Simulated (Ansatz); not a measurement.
# C: an axial (c/a) deformation path

The task, for C: look for other minima along an axial (c/a) path.

Computed with Ansatz 0.2.0 (DFT r2SCAN, scalar-relativistic, plane waves, PAW, unless a step's input says otherwise).

**1. The starting structure**

It takes space group R-3m (No. 166, trigonal). Conventional cell: a = 2.456 Å, b = 2.456 Å, c = 10.041 Å, α = 90.00°, β = 90.00°, γ = 120.00°. C (site symmetry 3m) is surrounded by 3 C at 1.42 Å.

As a file:

```
CELL_PARAMETERS angstrom
1.22803 0.70900 3.34701
-1.22803 0.70900 3.34701
0.00000 -1.41800 3.34701
ATOMIC_POSITIONS crystal
C 0.16400 0.16400 0.16400
C 0.83600 0.83600 0.83600
```

No relaxation comes first: the listed cell is the starting point.

**2. The undisturbed cell**

The input, input.yaml:

```yaml
crystal:
  lattice:
    - [1.2280263465, 0.7090013417, 3.3470108394]
    - [-1.2280263465, 0.7090013417, 3.3470108394]
    - [0.0, -1.4180026834, 3.3470108394]
  atoms:
    - { symbol: C, position: [0.164, 0.164, 0.164] }
    - { symbol: C, position: [0.836, 0.836, 0.836] }
basis:
  ecutwfc: 500
kpoints:
  mp_grid: { grid: [12, 12, 12] }
hamiltonian:
  xc: r2scan
scf:
  occupations: { method: gaussian, width: 0.05 }
output:
  forces: true
  stress: true
  eigenvalues: true
```

Started as:

```sh
ansatz run input.yaml --threads 1 --pin off --max-ram 2560MiB --backend cpu --events-out ev --progress --plain --runs-dir out
```

**3. Next: an axial (c/a) deformation path**

At fixed volume and fractional coordinates, lengths along (0.000, 0.000, 1.000) are scaled against those across it; ρ is that ratio over its starting value.

**4. Point ρ = 0.850**

input.yaml, as its differences from that of step 2:

```diff
@@ -2,5 +2,5 @@
   lattice:
-    - [1.2280263465, 0.7090013417, 3.3470108394]
-    - [-1.2280263465, 0.7090013417, 3.3470108394]
-    - [0.0, -1.4180026834, 3.3470108394]
+    - [1.2963871249, 0.7484694555, 3.0033301042]
+    - [-1.2963871249, 0.7484694555, 3.0033301042]
+    - [0.0, -1.496938911, 3.0033301042]
   atoms:
```

**5. Point ρ = 1.200**

input.yaml, as its differences from that of step 4:

```diff
@@ -2,5 +2,5 @@
   lattice:
-    - [1.2963871249, 0.7484694555, 3.0033301042]
-    - [-1.2963871249, 0.7484694555, 3.0033301042]
-    - [0.0, -1.496938911, 3.0033301042]
+    - [1.1556170365, 0.6671958071, 3.7795893467]
+    - [-1.1556170365, 0.6671958071, 3.7795893467]
+    - [0.0, -1.3343916142, 3.7795893467]
   atoms:
```

**6. ρ = 0.920**

input.yaml, as its differences from that of step 5:

```diff
@@ -2,5 +2,5 @@
   lattice:
-    - [1.1556170365, 0.6671958071, 3.7795893467]
-    - [-1.1556170365, 0.6671958071, 3.7795893467]
-    - [0.0, -1.3343916142, 3.7795893467]
+    - [1.2626367005, 0.7289836389, 3.1660346996]
+    - [-1.2626367005, 0.7289836389, 3.1660346996]
+    - [0.0, -1.4579672778, 3.1660346996]
   atoms:
@@ -20 +20,5 @@
   eigenvalues: true
+  write_density: true
+  write_potential: true
+  elf: true
+  volumetric_format: npy
```

**7. Point ρ = 1.100**

The input, input.yaml:

```yaml
crystal:
  lattice:
    - [1.1896251106, 0.6868303778, 3.5665822369]
    - [-1.1896251106, 0.6868303778, 3.5665822369]
    - [0.0, -1.3736607556, 3.5665822369]
  atoms:
    - { symbol: C, position: [0.164, 0.164, 0.164] }
    - { symbol: C, position: [0.836, 0.836, 0.836] }
basis:
  ecutwfc: 500
kpoints:
  mp_grid: { grid: [12, 12, 12] }
hamiltonian:
  xc: r2scan
scf:
  occupations: { method: gaussian, width: 0.05 }
output:
  forces: true
  stress: true
  eigenvalues: true
```

**8. ρ = 0.960**

input.yaml, as its differences from that of step 7:

```diff
@@ -2,5 +2,5 @@
   lattice:
-    - [1.1896251106, 0.6868303778, 3.5665822369]
-    - [-1.1896251106, 0.6868303778, 3.5665822369]
-    - [0.0, -1.3736607556, 3.5665822369]
+    - [1.2448507159, 0.7187148959, 3.2571513611]
+    - [-1.2448507159, 0.7187148959, 3.2571513611]
+    - [0.0, -1.4374297918, 3.2571513611]
   atoms:
```

**9. At ρ = 1.050**

input.yaml, as its differences from that of step 8:

```diff
@@ -2,5 +2,5 @@
   lattice:
-    - [1.2448507159, 0.7187148959, 3.2571513611]
-    - [-1.2448507159, 0.7187148959, 3.2571513611]
-    - [0.0, -1.4374297918, 3.2571513611]
+    - [1.2082160057, 0.6975638362, 3.4576682195]
+    - [-1.2082160057, 0.6975638362, 3.4576682195]
+    - [0.0, -1.3951276723, 3.4576682195]
   atoms:
```

**10. ρ = 0.800**

input.yaml, as its differences from that of step 9:

```diff
@@ -2,5 +2,5 @@
   lattice:
-    - [1.2082160057, 0.6975638362, 3.4576682195]
-    - [-1.2082160057, 0.6975638362, 3.4576682195]
-    - [0.0, -1.3951276723, 3.4576682195]
+    - [1.3228512806, 0.7637485429, 2.8843665041]
+    - [-1.3228512806, 0.7637485429, 2.8843665041]
+    - [0.0, -1.5274970859, 2.8843665041]
   atoms:
```

**11. Point ρ = 1.300**

input.yaml, as its differences from that of step 10:

```diff
@@ -2,5 +2,5 @@
   lattice:
-    - [1.3228512806, 0.7637485429, 2.8843665041]
-    - [-1.3228512806, 0.7637485429, 2.8843665041]
-    - [0.0, -1.5274970859, 2.8843665041]
+    - [1.1251918219, 0.6496298013, 3.9867532204]
+    - [-1.1251918219, 0.6496298013, 3.9867532204]
+    - [0.0, -1.2992596025, 3.9867532204]
   atoms:
@@ -20 +20,5 @@
   eigenvalues: true
+  write_density: true
+  write_potential: true
+  elf: true
+  volumetric_format: npy
```

(Steps that only read results are left out.)

Before running it: what results should come out? Wanted: highest point.

**Answer**, as computed:

| quantity | value |
| --- | --- |
| highest point | 622.9 meV/atom at ρ = 1.300 |

What this shows: No sampled point lies below the undisturbed cell. No further minimum shows among the sampled points. The gap on the mesh stays between 0.23 and 1.09 eV.
